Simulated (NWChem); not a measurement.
# Volume series of BP (zincblende structure): conduction valleys

Program: NWChem. Level: PBE, default library pseudopotentials (valence charges P 5, B 3), cutoff 30 Ha, shifted 4×4×4 mesh, two-atom cell, no spin-orbit coupling. Each row gives the lowest empty level at Γ, at L and on the outer part of the line to X, counted from the valence top at Γ within the same run; other points weren't sampled.

```tsv
ln(V/V₀)	a (Å)	Γ (eV)	L (eV)	X line (eV)
-0.062	4.424	3.57	4.26	1.22
-0.041	4.455	?	?	?
-0.020	4.486	3.49	4.00	1.27
0.000	4.516	3.46	3.88	1.29
0.020	4.546	3.43	3.76	1.32
0.039	4.575	3.40	3.64	1.34
0.058	4.605	3.37	3.53	1.36
```

Problem. Fit a line in ln V to each valley, give the slopes, and predict the withheld row.

Solution. Slopes dE/d(ln V): Γ -1.7 eV, L -6.1 eV, X line 1.2 eV (largest miss of a line 0.00 eV). With this level's bulk modulus of about 160 GPa, dE/dP = −slope/B gives Γ 10 meV/GPa, L 37 meV/GPa, X line -7 meV/GPa. The lowest valley is X line in every row. Predicted against computed: Γ 3.53 against 3.53, L 4.13 against 4.13, X line 1.24 against 1.24 eV.
